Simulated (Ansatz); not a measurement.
**C2H7BO2S: up Jacob's ladder to CCSD(T)**

The task here is to estimate one member of a computed series from the others.

The runs use Ansatz 0.2.0, Gaussian basis; functionals in def2-TZVPP, the program's frozen cores in correlated methods.

Levels to be run: PBE-D4, r2SCAN-D4, PBE0-D4, B3LYP-D4, ωB97X-V, ωB97M-V, B2PLYP; CCSD(T)/def2-TZVPP; MP2/def2-QZVPP; extrapolation to the limit.

## Structure used throughout

All runs share one geometry, relaxed beforehand with PBE0-D4 in a triple-zeta def2 set.

SMILES `CCSB(O)O`, 13 atoms, charge 0, spin multiplicity 1.

Atoms are counted from 1 here; the program's logs count them from 0.

Bond lengths: C1–C2 1.514 Å, C1–H7 1.094 Å, C1–H8 1.092 Å, C1–H9 1.091 Å, C2–S3 1.819 Å, C2–H10 1.092 Å, C2–H11 1.090 Å, S3–B4 1.815 Å, B4–O5 1.367 Å, B4–O6 1.361 Å, O5–H12 0.959 Å, O6–H13 0.962 Å. Angles: C2–C1–H7 110.2°, C2–C1–H8 111.1°, C2–C1–H9 110.7°, H7–C1–H8 108.2°, H7–C1–H9 108.1°, H8–C1–H9 108.4°, C1–C2–S3 113.4°, C1–C2–H10 111.2°, C1–C2–H11 111.4°, S3–C2–H10 104.8°, S3–C2–H11 107.8°, H10–C2–H11 107.8°, C2–S3–B4 102.3°, S3–B4–O5 120.7°, S3–B4–O6 120.5°, O5–B4–O6 118.8°, B4–O5–H12 114.3°, B4–O6–H13 111.5°.

The first run:

File in.yaml:

```yaml
crystal:
  periodic: [false, false, false]
  atoms:
    - {symbol: C, position_ang: [-1.010861, -1.502087, 0.494590]}
    - {symbol: C, position_ang: [-1.238712, -0.332777, -0.439082]}
    - {symbol: S, position_ang: [-0.667185, 1.255966, 0.238797]}
    - {symbol: B, position_ang: [1.121812, 1.181764, -0.060786]}
    - {symbol: O, position_ang: [1.941061, 2.197553, 0.346538]}
    - {symbol: O, position_ang: [1.669740, 0.115956, -0.706510]}
    - {symbol: H, position_ang: [-1.416971, -2.418871, 0.056842]}
    - {symbol: H, position_ang: [-1.498510, -1.337946, 1.457372]}
    - {symbol: H, position_ang: [0.055063, -1.653008, 0.670157]}
    - {symbol: H, position_ang: [-2.302668, -0.185833, -0.634512]}
    - {symbol: H, position_ang: [-0.741205, -0.485521, -1.396553]}
    - {symbol: H, position_ang: [1.488248, 2.913047, 0.796866]}
    - {symbol: H, position_ang: [2.620687, 0.217056, -0.808819]}
basis:
  gaussian: {orbitals: def2-TZVPP}
hamiltonian: {xc: pbe, dispersion: d4}
output: {forces: true, orbitals: {seedname: orbitals}}
```

Run with:

```console
ansatz run in.yaml --threads 2 --pin off --events-out ev --progress --plain --max-ram 32768MiB --backend cuda --devices 0, --max-vram 18GiB
```

Among the steps run: PBE-D4 (GGA); r2SCAN-D4 (meta-GGA); PBE0-D4 (hybrid); B3LYP-D4 (hybrid); ωB97X-V (range-separated); ωB97M-V (range-separated); B2PLYP (double hybrid); CCSD(T) in def2-TZVPP; MP2 in def2-QZVPP.

One table of the session follows, with a row left open; its other results are not shown here.

It belongs to the step «Atomisation energies». 

```
            method  atomisation energy (kJ/mol)
            PBE-D4                       5377.6
         r2SCAN-D4                       5288.3
           PBE0-D4                       5277.4
          B3LYP-D4                       5250.4
           ωB97X-V                       5265.2
           ωB97M-V                       5284.6
            B2PLYP                       5204.8
     HF/def2-TZVPP                       3859.8
    MP2/def2-TZVPP                       5242.8
   CCSD/def2-TZVPP                       5046.1
CCSD(T)/def2-TZVPP                       5125.9
           MP2/CBS                            ?
       CCSD(T)/CBS                       5259.1
```

Estimate the missing values for MP2/CBS.

As computed: atomisation energy (kJ/mol): 5376.0. In the column «atomisation energy (kJ/mol)» it lies between r2SCAN-D4 (5288.3) and PBE-D4 (5377.6).
